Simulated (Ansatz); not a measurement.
# LaSb: the cost of one run

Method: reference: DFT, HSE06, plane waves, PAW, in Ansatz 0.2.0.

1 further run of the same task is left out (it didn't finish).

## 1. The system as given

Symmetry: F-43m, No. 216, cubic system. The conventional cell has a = 7.274 Å, b = 7.274 Å, c = 7.274 Å, α = 90.00°, β = 90.00°, γ = 90.00°. La (site symmetry -43m) is surrounded by 4 Sb at 3.15 Å. Around Sb (site symmetry -43m) lie 4 La at 3.15 Å.

As a file:

```
CELL_PARAMETERS angstrom
0.00000 3.63697 3.63697
3.63697 0.00000 3.63697
3.63697 3.63697 0.00000
ATOMIC_POSITIONS crystal
La 0.00000 0.00000 0.00000
Sb 0.25000 0.25000 0.25000
```

## 2. Baseline

Contents of input.yaml:

```yaml
crystal:
  lattice:
    - [0.0, 3.6369725289, 3.6369725289]
    - [3.6369725289, 0.0, 3.6369725289]
    - [3.6369725289, 3.6369725289, 0.0]
  atoms:
    - { symbol: La, position: [0.0, 0.0, 0.0] }
    - { symbol: Sb, position: [0.25, 0.25, 0.25] }
kpoints:
  mp_grid: { grid: [4, 4, 4] }
hamiltonian:
  xc: hse06
scf:
  occupations: { method: fixed }
  n_extra_bands: 4
output:
  forces: true
  stress: true
  eigenvalues: true
```

The run is started by

```
$ ansatz run input.yaml --threads 4 --pin off --max-ram 3686MiB --backend cpu --events-out ev --progress --plain --runs-dir out
```

What time and memory should one allow on 4 threads of Arm Neoverse N1, shared host?

About 24 s, with a peak of 1.2 GiB.
